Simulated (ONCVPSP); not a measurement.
# Boron: generating and testing an ONCV potential

Task: generate the file, and judge it by its errors in other configurations, its logarithmic derivatives, its ghosts and its cutoff.

The numbers are computed with ONCVPSP 4.0.1.1 (patched build) (PBE, scalar-relativistic, spin-unpolarised reference atom).

### Step 1. The atom and the settings

Typed settings, in words:

```json
{
  "element": "boron (B, Z = 5)",
  "type": "optimised norm-conserving Vanderbilt (ONCV)",
  "frozen core": "[He]",
  "valence charge": "3",
  "reference configuration": "2s2 2p1",
  "partial waves": "2s: rc 1.10 bohr, ncon 4, nbas 7, qcut 5.7 1/bohr, 3 projectors, debl 0.8 Ha; 2p: rc 3.10 bohr, ncon 5, nbas 10, qcut 5.2 1/bohr, 1 projector",
  "local potential": "polynomial inside 0.90 bohr (lpopt 5, dvloc0 0 Ha)",
  "core correction": "Teter function fitted to the true core (icmod 2), fcfact 0.2"
}
```

The nodes and maxima of the atom's own shells, from an earlier all-electron run, set the scale for the radii.

All-electron outer shells of the reference configuration (PBE, scalar-relativistic, ld1.x):

| shell | level (eV) | outermost node (bohr) | outermost maximum (bohr) |
| --- | --- | --- | --- |
| 1s | -180.59 | – | 0.21 |
| 2s | -9.44 | 0.46 | 1.52 |
| 2p | -3.61 | – | 1.57 |

### Step 2. The generation run

Input file B.dat:

```
# ATOM AND REFERENCE CONFIGURATION
# atsym  z   nc   nv     iexc    psfile
  B 5.00    1    2        4      upf
#
#   n    l    f
    1    0    2.00
    2    0    2.00
    2    1    1.00
#
# PSEUDOPOTENTIAL AND OPTIMIZATION
# lmax
    1
#
#   l,   rc,      ep,       ncon, nbas, qcut
    0    1.10    0.00    4    7    5.70
    1    3.10    0.00    5   10    5.20
#
# LOCAL POTENTIAL
# lloc, lpopt,  rc(5),   dvloc0
    4    5    0.90    0.00
#
# VANDERBILT-KLEINMAN-BYLANDER PROJECTORs
# l, nproj, debl
    0    3    0.80
    1    1    0.80
#
# MODEL CORE CHARGE
# icmod, fcfact, rcfact
    2    0.20    0.85
#
# LOG DERIVATIVE ANALYSIS
# epsh1, epsh2, depsh
   -2.00    5.00    0.02
#
# OUTPUT GRID
# rlmax, drl
    6.00    0.01
#
# TEST CONFIGURATIONS
# ncnf
    4
# nvcnf
#   n    l    f
    2
    2    0    2.00
    2    1    0.00
#
    2
    2    0    1.00
    2    1    0.00
#
    2
    2    0    2.00
    2    1    0.50
#
    2
    2    0    1.00
    2    1    2.00
#
```

Started as:

```sh
$ oncvpsp.x < B.dat > B.out
```

What does the calculation give? Wanted: cutoffs for 1 and 0.1 mHa per electron, occupied waves; bound ghosts; GHOST(+) flags; largest test error; largest phase difference near zero energy, channels read; rms error of d²Exc/dn², without and with the model core.

As calculated:

```
                                                quantity                       value
  cutoffs for 1 and 0.1 mHa per electron, occupied waves             12 Ha and 47 Ha
                                            bound ghosts             s at -173.63 eV
                                          GHOST(+) flags  s at 1035 eV, s at 2464 eV
                            largest test error (AE − PS)       +241 meV, for 2s1 2p0
largest phase difference near zero energy, channels read                   0.045 rad
 rms error of d²Exc/dn², without and with the model core           2.09 and 2.27 mHa
```

What this shows: It has a bound ghost (s), a state that the atom doesn't have, and that rules the file out. Close by lies the frozen 1s level (-180.6 eV). The worst unpolarised test, 2s1 2p0, is off by 241 meV on 33.6 eV; by total energies transferability rates as poor. By its cutoff, 12 Ha for the looser tolerance, it is soft on the atom at that tolerance. The tighter tolerance needs 47 Ha, and converged work needs a cutoff nearer that. At the looser tolerance the 2s wave is the slowest; 2p needs 7 Ha. Of the channels read, p scatters worst near zero energy, by up to 0.05 rad. The program also flags highly localised states, GHOST(+) (s). These are tests on the free atom; a crystal test is still owed.
